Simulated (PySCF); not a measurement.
**Ce(SH)4: other functionals and bases at one geometry**

One table from this session's results is given with a row withheld; the runs are named, their logs left out.

The runs use PySCF 2.14.0; several levels, as the steps say, no spin–orbit coupling.

4 further runs of the same task are left out: 2 for a known fault of the program, 1 that didn't finish, 1 set aside as unsound or not needed.

**The starting structure**

9 atoms, charge 0, spin multiplicity 1.

Bond lengths: Ce1–S2 2.616 Å, Ce1–S4 2.616 Å, Ce1–S6 2.616 Å, Ce1–S8 2.616 Å, S2–H3 1.361 Å, S4–H5 1.361 Å, S6–H7 1.361 Å, S8–H9 1.361 Å. Angles: S2–Ce1–S4 108.6°, S2–Ce1–S6 109.9°, S2–Ce1–S8 109.9°, S4–Ce1–S6 109.9°, S4–Ce1–S8 109.9°, S6–Ce1–S8 108.6°, Ce1–S2–H3 95.3°, Ce1–S4–H5 95.3°, Ce1–S6–H7 95.3°, Ce1–S8–H9 95.3°.

As a file:

```xyz
9
CeH4S4
Ce    0.0000    0.0000    0.0000
S     1.6549    1.3330    1.5260
H     2.7654    1.0312    0.7997
S    -1.6549   -1.3330    1.5260
H    -2.7654   -1.0312    0.7997
S     1.3330   -1.6550   -1.5258
H     1.0311   -2.7653   -0.7998
S    -1.3330    1.6550   -1.5258
H    -1.0311    2.7653   -0.7998
```

Formal oxidation states: Ce +4. The 4f shell is empty and lies in the core potential. An earlier session relaxed this geometry at TPSS, Ce lcecp-2-SVP with ECP46, S def2-SVP, H def2-SVP (singlet, point group S4).

At TPSS on the finer grid: E = -1633.536019 Eh, frontier levels not given, since the 4f levels lie in the core, Mulliken charge on Ce1 +0.91 e, largest force component 0.009 eV/Å. The large-core potential holds the 4f shell empty.

Levels to run: BP86; HF; PBE; wB97X; TPSS, TZVP. Hardware: 2 threads of Arm Neoverse V1, shared host.

The first run:

Contents of run.py (the lines that set the calculation):

```python
mol = gto.M(atom='''
Ce     0.00000     0.00000     0.00003
S      1.65492     1.33296     1.52597
H      2.76538     1.03121     0.79968
S     -1.65492    -1.33296     1.52597
H     -2.76538    -1.03121     0.79968
S      1.33301    -1.65502    -1.52585
H      1.03106    -2.76531    -0.79983
S     -1.33301     1.65502    -1.52585
H     -1.03106     2.76531    -0.79983''',
    basis={'Ce': 'lcecp-2-SVP', 'S': 'def2-SVP', 'H': 'def2-SVP'},
    ecp={'Ce': 'lcecp-2-SVP'},
    charge=0, spin=0)
mf = dft.RKS(mol, xc='B88,P86')
mf.grids.atom_grid = (75, 302)  # f atoms: unpruned, at least (60, 302)
mf = mf.density_fit()  # fitting sets: Ce AutoAux, S def2-universal-JKFIT, H def2-universal-JKFIT
mf.conv_tol = 1e-08; mf.max_cycle = 55
mf.kernel(dm0)  # dm0: the density of the relaxed state
```

Started as:

```sh
> OMP_NUM_THREADS=2 python run.py
```

Among the steps run: BP86; HF; PBE; wB97X; TPSS, TZVP.

One of the session's tables, all rows but one given; the rest of the session is left out.

| level | charge on Ce1 (e) | largest force component (eV/Å) |
| --- | --- | --- |
| TPSS (relaxed here) | 0.91 | 0.01 |
| BP86 | 0.75 | 0.18 |
| HF | 1.46 | 0.50 |
| PBE | 0.75 | 0.19 |
| wB97X | 1.03 | 0.37 |
| TPSS, TZVP | ? | ? |

**Question.** Estimate the row for TPSS, TZVP.

As computed: charge on Ce1 (e): 1.28; largest force component (eV/Å): 0.23. In the column «charge on Ce1 (e)» it lies between wB97X (1.03) and HF (1.46).

The largest leftover force, 0.50 eV/Å with HF, stands at a geometry relaxed at another level. With 4f in the core, its levels are missing from HOMO and gap, and its count is fixed, so no charge can pass from the ligands into it. Total energies of different levels can't be compared.
